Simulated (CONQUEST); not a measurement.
A run of CONQUEST 1.3 is set up as follows.

File Conquest_input:

```
IO.Title TaAs
IO.Coordinates coords.dat
IO.FractionalAtomicCoords T
IO.Iprint 2
IO.Iprint_init 1
General.NumberOfSpecies 2
General.PseudopotentialType hamann
AtomMove.TypeOfRun static
AtomMove.FullStress T
Grid.GridCutoff 120
DM.SolutionMethod diagon
Diag.MPMesh T
Diag.GammaCentred T
Diag.MPMeshX 8
Diag.MPMeshY 8
Diag.MPMeshZ 3
Diag.kT 0.00183747
minE.SCTolerance 1e-6
SC.MaxIters 100
IO.AtomChargeOutput T
%block ChemicalSpeciesLabel
1 180.950 Ta
2 74.920 As
%endblock
```

The input coords.dat:

```
    6.5075113838     0.0000000000     0.0000000000
    0.0000000000     6.5075113838     0.0000000000
    0.0000000000     0.0000000000    22.1776048367
8
  0.4886405000   0.4958405000   0.9977875000 1 T T T
  0.9886405000   0.9958405000   0.4977875000 1 T T T
  0.0012170000   0.4931950000   0.7480180000 1 T T T
  0.5012170000   0.9931950000   0.2480180000 1 T T T
  0.4921800000   0.5064990000   0.5808100000 2 T T T
  0.9921800000   0.0064990000   0.0808100000 2 T T T
  0.4924110000   0.9950030000   0.8304370000 2 T T T
  0.9924110000   0.4950030000   0.3304370000 2 T T T
```

Potentials or basis: PseudoDojo NC PBEsol, DZP, grid cutoff 120 Ha.

Launch:

```console
$ OMP_NUM_THREADS=1 Conquest
```

Problem. What does it give for the pressure?

Solution. -1.3 GPa.

Problem. Estimate the band gap on the k mesh.

Solution. None (metal or under the smearing width).

Problem. Predict the Mulliken charges.

Solution. Ta +0.61; As -0.61 e.

Stress tensor (GPa, compression positive):
```
-1.16  0.02 -0.59
 0.02 -1.15 -0.85
-0.59 -0.85 -1.69
```

Caveat: the box holds several primitive cells, so bands are folded and the points are those of the box's own zone; the basis of atomic orbitals isn't converged, which shifts pressures, moduli and gaps. Spin-orbit coupling is left out, which matters for the levels of Ta.
